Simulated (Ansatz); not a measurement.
# Cl2H4O2Sn: the cost of one run

All numbers below are computed with Ansatz 0.2.0 (RKS BLYP-D4/def2-SVP).

**1. The starting structure**

Bond lengths: Sn1–Cl2 2.760 Å, Sn1–O3 1.960 Å, O3–H4 1.010 Å, Sn1–O5 1.959 Å, O5–H6 1.010 Å, Sn1–Cl7 2.408 Å, Sn1–H8 2.040 Å. Angles: Cl2–Sn1–O3 109.4°, Cl2–Sn1–O5 109.5°, Cl2–Sn1–Cl7 109.5°, Cl2–Sn1–H8 71.6°, O3–Sn1–O5 109.5°, O3–Sn1–Cl7 109.5°, O3–Sn1–H8 170.2°, O5–Sn1–Cl7 109.5°, O5–Sn1–H8 78.7°, Cl7–Sn1–H8 61.8°, Sn1–O3–H4 109.5°, Sn1–O5–H6 109.5°.

Coordinates:

```xyz
9

Sn    0.0000    0.0000    0.0000
Cl    0.0000    0.0000    2.7600
O     1.8483    0.0000   -0.6527
H     2.1646   -0.9521   -0.7693
O    -0.9232    1.5994   -0.6527
H    -1.8810    1.3686   -0.8751
Cl   -1.1351   -1.9666   -0.8025
H    -1.9048   -0.3455    0.6433
H    -1.5957   -0.2894    1.6527
```

**2. Pulling towards end A**

Springs on the bonds that form and break draw the guess towards this end; the thresholds are loose.

input.yaml

```yaml
crystal:
  periodic: [false, false, false]
  atoms:
    - { symbol: Sn, position_ang: [0.0, 0.0, 0.0] }
    - { symbol: Cl, position_ang: [0.0, 0.0, 2.76] }
    - { symbol: O, position_ang: [1.8483, 0.0, -0.6527] }
    - { symbol: H, position_ang: [2.1646, -0.9521, -0.7693] }
    - { symbol: O, position_ang: [-0.9232, 1.5994, -0.6527] }
    - { symbol: H, position_ang: [-1.881, 1.3686, -0.8751] }
    - { symbol: Cl, position_ang: [-1.1351, -1.9666, -0.8025] }
    - { symbol: H, position_ang: [-1.9048, -0.3455, 0.6433] }
    - { symbol: H, position_ang: [-1.5957, -0.2894, 1.6527] }
basis:
  gaussian: { orbitals: def2-SVP }
hamiltonian:
  xc: blyp
  dispersion: d4
relax:
  f_tol: 0.15
  max_steps: 25
  restrain:
    - { distance: [0, 7], at: 2.94, k: 30.0 }
    - { distance: [8, 1], at: 2.57, k: 30.0 }
    - { distance: [0, 1], at: 2.41, k: 30.0 }
    - { distance: [8, 7], at: 0.66, k: 30.0 }
```

Command:

```
ansatz run input.yaml --threads 2 --pin off --max-ram 3072MiB --backend cpu --events-out ev --progress --plain --runs-dir out
```

Q: Estimate wall time and peak memory on 2 threads of Arm Neoverse V1, shared host.

About 30 s, with a peak of 0.16 GiB.
